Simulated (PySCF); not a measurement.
# C6H10OSi: the cost of one run

Computed with PySCF 2.14.0 and routines of our own; the level stands in each step. Atoms count from 0.

## 1. The starting structure

18 atoms, charge 0, multiplicity 1; geometry from: GFN2-xTB.

## 2. Magnetic properties: GIAO B3LYP/pcSseg-1

Job settings and geometry (Å):

```
{"job": {"kind": "mag", "xc": "B3LYP", "basis": "pcSseg-1", "isotopologues": 2}, "charge": 0, "multiplicity": 1}
C      3.549533    -0.554720     0.264524
C      2.192491    -0.270629    -0.150322
C      1.072072    -0.038874    -0.508731
C     -0.295337     0.248297    -0.890271
C     -1.125865    -1.040207    -1.029138
O     -2.493454    -0.718919    -0.984556
Si    -2.845460     0.677126    -0.208161
C     -1.026316     1.127521     0.136788
H      3.921394     0.249174     0.899557
H      4.197246    -0.644250    -0.607339
H      3.578752    -1.489464     0.824200
H     -0.300772     0.761261    -1.859460
H     -0.891219    -1.726144    -0.206862
H     -0.924488    -1.550026    -1.975300
H     -3.521264     1.566694    -1.146869
H     -3.608536     0.403671     1.004977
H     -0.731791     0.832289     1.145198
H     -0.755747     2.173517     0.015351
```

Level: GIAO B3LYP/pcSseg-1 magnetisability, rotational g tensor and spin-rotation constants, non-relativistic, gas phase.

Run with:

```console
$ OMP_NUM_THREADS=1 python excited_run.py task.json out
```

This one command runs all jobs of the session in turn.

Q: Estimate the wall time and peak memory of this first job on 1 thread of Intel Xeon 6975P-C, shared host.

About 35 s, with a peak of 1 GiB.
